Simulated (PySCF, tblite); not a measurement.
**C₅H₁₆BNSi: geometry, infrared bands and NMR shifts**

Aim: predict the infrared bands and NMR shifts of C₅H₁₆BNSi (`CCCNB(C)[SiH2]C`).

Computed with tblite 0.8.0 and PySCF 2.14.0, with density-fitted response routines of our own, on a single molecule in the gas phase. Atoms are numbered from 0 throughout.

## (1) The molecule as given

24 atoms, charge 0, multiplicity 1; geometry from: force field or distance geometry start.

Bonds of the start (Å): C0–C1 1.52, C1–C2 1.53, C2–N3 1.48, N3–B4 1.54, B4–C5 1.59, B4–Si6 1.94, Si6–C7 1.87, C0–H8 1.11, C0–H9 1.12, C0–H10 1.12, C1–H11 1.11, C1–H12 1.12, C2–H13 1.11, C2–H14 1.10, N3–H15 1.04, C5–H16 1.11, C5–H17 1.11, C5–H18 1.10, Si6–H19 1.46, Si6–H20 1.48, C7–H21 1.11, C7–H22 1.11, C7–H23 1.11.

## (2) Geometry optimisation with GFN2-xTB

Job settings and geometry (Å):

```
{"job": {"kind": "relax", "xc": "GFN2-xTB", "basis": "xTB"}, "charge": 0, "multiplicity": 1}
C      2.347700     1.504400    -0.693200
C      2.575400     0.097700    -0.175700
C      1.339500    -0.492800     0.504500
N      0.257600    -0.649300    -0.494500
B     -1.062300    -1.015700     0.208900
C     -1.273500    -2.426600     0.903400
Si    -2.509400     0.278400     0.184500
C     -1.938300     1.835900    -0.671000
H      3.281900     1.899300    -1.135200
H      2.023100     2.178600     0.139500
H      1.549400     1.500800    -1.478000
H      2.896800    -0.567200    -1.001700
H      3.399300     0.126000     0.589300
H      1.016100     0.197900     1.316200
H      1.591300    -1.463000     0.955900
H      0.503200    -1.444800    -1.114300
H     -1.474500    -2.269800     1.988400
H     -0.359600    -3.055500     0.793200
H     -2.127300    -2.946700     0.443100
H     -3.661600    -0.290800    -0.513400
H     -2.889200     0.602400     1.577200
H     -1.661500     1.594500    -1.719300
H     -1.060900     2.259400    -0.129200
H     -2.774900     2.566700    -0.676700
```

Launch:

```sh
> OMP_NUM_THREADS=1 python probes_run.py task.json out
```

This one command runs all jobs of the session in turn.

**Question.** This job is followed by: GFN2-xTB harmonic vibrations, gas phase; GIAO PBE0/pcSseg-1 NMR shielding, non-relativistic, gas phase. Predict these results of the whole session: strongest single infrared mode (GFN2-xTB); zero-point energy (GFN2-xTB); 13C shifts against TMS (PBE0/pcSseg-1); 1H shifts against TMS (PBE0/pcSseg-1, means over atoms taken as alike); 15N shifts against NH3 (PBE0/pcSseg-1); 11B shifts against BF3·OEt2 (PBE0/pcSseg-1); 29Si shifts against TMS (PBE0/pcSseg-1).

**Answer**, as computed:

| quantity | value |
| --- | --- |
| strongest single infrared mode (GFN2-xTB) | 2082 cm⁻¹, 494 km/mol |
| zero-point energy (GFN2-xTB) | 128.1 kcal/mol |
| 13C shifts against TMS (PBE0/pcSseg-1) | 54.3, 29.3, 13.4, 12.8, -9.1 ppm |
| 1H shifts against TMS (PBE0/pcSseg-1, means over atoms taken as alike) | 4.55, 3.82, 3.42, 1.41, 1.05, 0.54, 0.08 ppm |
| 15N shifts against NH3 (PBE0/pcSseg-1) | 159.5 ppm |
| 11B shifts against BF3·OEt2 (PBE0/pcSseg-1) | 45.3 ppm |
| 29Si shifts against TMS (PBE0/pcSseg-1) | -86.0 ppm |

In words: Over 239 steps the energy fell by 1.558 eV; of the close pairs, N3–B4 changed most, 1.540 to 1.382 Å. The lowest mode is slightly imaginary (15i cm⁻¹), a soft motion within the noise of the Hessian, so the minimum is not strictly shown. The strongest single mode, at 2082 cm⁻¹, moves mainly H20. GFN2-xTB is a fitted tight-binding method: band positions and strengths are rough. Its intensities can rank the bands wrongly. C2 (sp3 CH2 bonded to N) lies farthest downfield among carbon, at 54.3 ppm; pulled downfield by the heteroatom. At PBE0/pcSseg-1: The largest span, 165 ppm, is at N3, where the paramagnetic term is -215 ppm.
